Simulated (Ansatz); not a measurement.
Runs of Ansatz 0.2.0 on CaB2. It takes space group P6/mmm (No. 191, hexagonal). The conventional cell has a = 3.226 Å, b = 3.226 Å, c = 4.067 Å, α = 90.00°, β = 90.00°, γ = 120.00°. Ca (site symmetry 6/mmm) has 12 B at 2.76 Å as nearest neighbours. B (site symmetry -6m2) has 3 B at 1.86 Å as nearest neighbours. The cell comes from a database or a generator and needn't be the stable form of this composition.

```tsv
task	level	cell	cutoff (eV)	points for each segment of the path	gap on the mesh (eV)	pressure (GPa)
band structure	RPBE	as given	420	14	none	2.7
band structure	BLYP	as given	420	14	none	2.3
band structure	r2SCAN	as given	500	14	none	(a)
band structure	LDA	as given	420	14	none	-7.0
relaxation of cell and atoms	r2SCAN+D3(BJ)	relaxed	500	-	none	0.0
```

Alike in all rows: potentials or basis Ansatz PAW; no spin polarisation; k mesh 9 × 9 × 7; smearing fermi-dirac 0.05 eV.

Q: Fill in the values left out.

A: (a) -0.4.

Caveats: the PAW data sets come from PBE, with cores solved anew for the run's functional, which leaves a small shift of forces and pressure; the potentials were made for another functional, which shifts forces and pressure (some runs); the plane-wave basis is chosen anew once the cell has moved, so the energies of steps on either side of that aren't comparable (some runs); pairwise dispersion overbinds metals, which lowers pressure and volume (some runs).

A k mesh can miss the band edges.

A gap of «none» marks a metal or a gap under the smearing width.

Not every run made on this cell is shown here.
